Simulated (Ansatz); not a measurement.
# Si48C47Sn: the cost of one run

All numbers are computed with Ansatz 0.2.0 (PAW, plane waves).

### 1 Starting point

96 atoms (48 Si, 47 C, 1 Sn); a = 9.234 Å, b = 10.663 Å, c = 10.076 Å, α = 90.00°, β = 90.00°, γ = 90.00°. All atoms were shaken off their sites by about 0.02 Å along each axis. Defect site 1: (0.500, 0.417, 0.438).

Steps to follow: (2) PBEsol relaxation at the single k point (¼, ¼, ¼), on 1 × NVIDIA H100 80GB HBM3 with 2 threads of AMD EPYC 7R13; (3) HSE06 single point at the single k point (¼, ¼, ¼), on 1 × NVIDIA H100 80GB HBM3 with 2 threads of AMD EPYC 7R13; (4) r²SCAN single point at the single k point (¼, ¼, ¼), on 1 × NVIDIA H100 80GB HBM3 with 2 threads of AMD EPYC 7R13.

### 2 Relaxation of the positions (PBEsol)

Input file in.yaml:

```yaml
crystal:
  lattice:
    - [9.234204, 0.000000, 0.000000]
    - [0.000000, 10.662740, 0.000000]
    - [0.000000, 0.000000, 10.075947]
  atoms:
    - { symbol: Si, position: [0.000561, 0.001235, 0.496873] }
    - { symbol: Si, position: [0.334501, 0.999420, 0.496138] }
    - { symbol: Si, position: [0.167914, 0.249332, 0.500282] }
    - { symbol: Si, position: [0.000217, 0.502020, 0.498697] }
    - { symbol: Si, position: [0.667376, 0.999721, 0.497982] }
    - { symbol: Si, position: [0.498600, 0.250407, 0.500736] }
    - { symbol: Si, position: [0.333408, 0.497527, 0.498286] }
    - { symbol: Si, position: [0.165255, 0.750367, 0.498078] }
    - { symbol: Si, position: [0.831511, 0.247881, 0.499471] }
    - { symbol: Si, position: [0.666661, 0.502457, 0.499211] }
    - { symbol: Si, position: [0.502313, 0.748886, 0.497616] }
    - { symbol: Si, position: [0.828325, 0.750042, 0.500684] }
    - { symbol: Si, position: [0.002880, 0.160543, 0.251853] }
    - { symbol: Si, position: [0.334636, 0.166330, 0.251792] }
    - { symbol: Si, position: [0.163953, 0.414760, 0.247312] }
    - { symbol: Si, position: [0.001134, 0.665333, 0.251158] }
    - { symbol: Si, position: [0.665890, 0.163669, 0.251088] }
    - { symbol: Si, position: [0.501848, 0.413535, 0.250665] }
    - { symbol: Si, position: [0.330675, 0.664844, 0.249591] }
    - { symbol: Si, position: [0.168075, 0.919577, 0.249312] }
    - { symbol: Si, position: [0.834006, 0.416946, 0.250818] }
    - { symbol: Si, position: [0.666146, 0.666747, 0.250352] }
    - { symbol: Si, position: [0.500008, 0.919129, 0.250417] }
    - { symbol: Si, position: [0.834013, 0.914715, 0.247523] }
    - { symbol: Si, position: [0.169411, 0.084514, 0.751265] }
    - { symbol: Si, position: [0.004261, 0.332958, 0.749441] }
    - { symbol: Si, position: [0.501146, 0.083204, 0.751756] }
    - { symbol: Si, position: [0.335503, 0.332397, 0.746879] }
    - { symbol: Si, position: [0.170151, 0.580016, 0.751446] }
    - { symbol: Si, position: [0.000948, 0.836865, 0.751122] }
    - { symbol: Si, position: [0.832730, 0.085472, 0.748138] }
    - { symbol: Si, position: [0.666293, 0.331520, 0.747571] }
    - { symbol: Si, position: [0.500444, 0.584054, 0.748465] }
    - { symbol: Si, position: [0.335204, 0.831134, 0.750856] }
    - { symbol: Si, position: [0.835952, 0.577142, 0.748499] }
    - { symbol: Si, position: [0.664996, 0.836041, 0.750283] }
    - { symbol: Si, position: [0.998275, 0.999138, 0.997185] }
    - { symbol: Si, position: [0.330308, 0.998386, 0.001384] }
    - { symbol: Si, position: [0.167915, 0.252360, 0.001210] }
    - { symbol: Si, position: [0.001161, 0.500467, 0.996368] }
    - { symbol: Si, position: [0.666433, 0.998795, 0.001971] }
    - { symbol: Si, position: [0.499626, 0.251022, 0.998354] }
    - { symbol: Si, position: [0.334067, 0.500970, 0.999867] }
    - { symbol: Si, position: [0.164510, 0.748082, 0.001319] }
    - { symbol: Si, position: [0.832241, 0.247114, 0.001129] }
    - { symbol: Si, position: [0.666471, 0.498500, 0.996219] }
    - { symbol: Si, position: [0.500605, 0.749000, 0.000410] }
    - { symbol: Si, position: [0.837528, 0.746102, 0.995680] }
    - { symbol: C, position: [0.999666, 0.003329, 0.187114] }
    - { symbol: C, position: [0.335707, 0.998715, 0.190423] }
    - { symbol: C, position: [0.167815, 0.247428, 0.184424] }
    - { symbol: C, position: [0.003602, 0.499026, 0.187558] }
    - { symbol: C, position: [0.664772, 0.995507, 0.190628] }
    - { symbol: C, position: [0.498857, 0.251471, 0.190361] }
    - { symbol: C, position: [0.335216, 0.501603, 0.186871] }
    - { symbol: C, position: [0.163711, 0.749692, 0.186172] }
    - { symbol: C, position: [0.832355, 0.250574, 0.187778] }
    - { symbol: C, position: [0.666600, 0.503943, 0.187987] }
    - { symbol: C, position: [0.500598, 0.751629, 0.189055] }
    - { symbol: C, position: [0.834979, 0.751581, 0.186615] }
    - { symbol: C, position: [0.000154, 0.002008, 0.689060] }
    - { symbol: C, position: [0.335681, 0.002404, 0.685235] }
    - { symbol: C, position: [0.164626, 0.248169, 0.689628] }
    - { symbol: C, position: [0.004654, 0.501380, 0.688576] }
    - { symbol: C, position: [0.667705, 0.999164, 0.690087] }
    - { symbol: C, position: [0.502127, 0.247157, 0.686836] }
    - { symbol: C, position: [0.329231, 0.500249, 0.687118] }
    - { symbol: C, position: [0.164481, 0.746653, 0.688230] }
    - { symbol: C, position: [0.834656, 0.248781, 0.689361] }
    - { symbol: C, position: [0.663340, 0.502317, 0.684606] }
    - { symbol: C, position: [0.501316, 0.747911, 0.685042] }
    - { symbol: C, position: [0.837027, 0.750129, 0.684157] }
    - { symbol: C, position: [0.000560, 0.166339, 0.433215] }
    - { symbol: C, position: [0.334412, 0.164596, 0.442495] }
    - { symbol: C, position: [0.169118, 0.418657, 0.437071] }
    - { symbol: C, position: [0.001584, 0.667894, 0.438177] }
    - { symbol: C, position: [0.667855, 0.164709, 0.438550] }
    - { symbol: C, position: [0.332940, 0.665961, 0.439108] }
    - { symbol: C, position: [0.164535, 0.915995, 0.436964] }
    - { symbol: C, position: [0.835197, 0.416614, 0.436579] }
    - { symbol: C, position: [0.663083, 0.666453, 0.435237] }
    - { symbol: C, position: [0.500270, 0.914627, 0.437626] }
    - { symbol: C, position: [0.835189, 0.916194, 0.438250] }
    - { symbol: C, position: [0.166282, 0.080952, 0.938814] }
    - { symbol: C, position: [0.997674, 0.334321, 0.935429] }
    - { symbol: C, position: [0.501468, 0.084121, 0.936484] }
    - { symbol: C, position: [0.332360, 0.333580, 0.940448] }
    - { symbol: C, position: [0.165424, 0.581522, 0.942422] }
    - { symbol: C, position: [0.996789, 0.834322, 0.938088] }
    - { symbol: C, position: [0.831154, 0.082972, 0.937086] }
    - { symbol: C, position: [0.669939, 0.334177, 0.937226] }
    - { symbol: C, position: [0.501979, 0.583429, 0.939278] }
    - { symbol: C, position: [0.330484, 0.834606, 0.934641] }
    - { symbol: C, position: [0.833909, 0.584784, 0.936812] }
    - { symbol: C, position: [0.668005, 0.833512, 0.939320] }
    - { symbol: Sn, position: [0.503632, 0.419950, 0.436844] }
  symmetry: { detect: false }
kpoints:
  mp_grid: { grid: [1, 1, 1], shift: [0.25, 0.25, 0.25] }
hamiltonian:
  xc: pbesol
scf:
  occupations: { method: fermi_dirac, width: 0.01 }
relax:
  f_tol: 0.03
  max_steps: 80
  escape_saddle: false
  adjacent_minimum: "off"
output:
  forces: true
  eigenvalues: true
  populations: true
```

Run with:

```
ansatz run in.yaml --threads 2 --pin off --max-ram 19000MiB --runs-dir r --events-out ev --progress --plain --backend cuda --devices 0, --max-vram 18GiB
```

What time and memory should one allow on 1 × NVIDIA H100 80GB HBM3 with 2 threads of AMD EPYC 7R13, shared host?

About 12 s, with a peak of 1.4 GiB on the host.
